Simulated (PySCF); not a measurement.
# C10H14: the cost of one run

Programs: PySCF 2.14.0, with routines of our own; each step states its level. All values are computed. Atoms count from 0.

## 1. The starting structure

24 atoms, charge 0, multiplicity 1; geometry from: GFN2-xTB.

## 2. Magnetic properties: GIAO BHandHLYP/pcSseg-1

Job settings and geometry (Å):

```
{"job": {"kind": "mag", "xc": "BHandHLYP", "basis": "pcSseg-1", "isotopologues": 0}, "charge": 0, "multiplicity": 1}
C      3.038255    -0.540480    -1.348146
C      1.856323    -0.318460    -0.455889
C      0.652626     0.035909    -0.916064
C     -0.503565     0.287226    -0.032720
C     -0.393560    -0.312959     1.360260
C      1.024048    -0.464317     1.819944
C      2.050332    -0.487000     0.974920
C     -1.195237     1.625812    -0.206315
C     -1.866507     0.375561    -0.682052
C     -3.101972    -0.148551     0.004651
H      3.849843     0.133629    -1.074535
H      3.404832    -1.561541    -1.241505
H      2.778559    -0.369963    -2.390145
H      0.495804     0.207600    -1.972439
H     -0.940686     0.300077     2.080547
H     -0.860201    -1.308083     1.370557
H      1.169450    -0.599938     2.882428
H      3.061176    -0.630722     1.328310
H     -1.584336     2.102785     0.681198
H     -0.801367     2.317178    -0.936357
H     -1.884903     0.221391    -1.756041
H     -3.152723    -1.234015    -0.073425
H     -3.115890     0.122485     1.056606
H     -3.992035     0.266141    -0.466233
```

Level: GIAO BHandHLYP/pcSseg-1 magnetisability, rotational g tensor and spin-rotation constants, non-relativistic, gas phase.

Launch:

```console
$ OMP_NUM_THREADS=1 python excited_run.py task.json out
```

This one command runs all jobs of the session in turn.

**Question.** How long does this first job take on 1 thread of Intel Xeon at 2.70GHz, shared host, and how much memory does it need?

About 2.7 min, with a peak of 1.1 GiB.
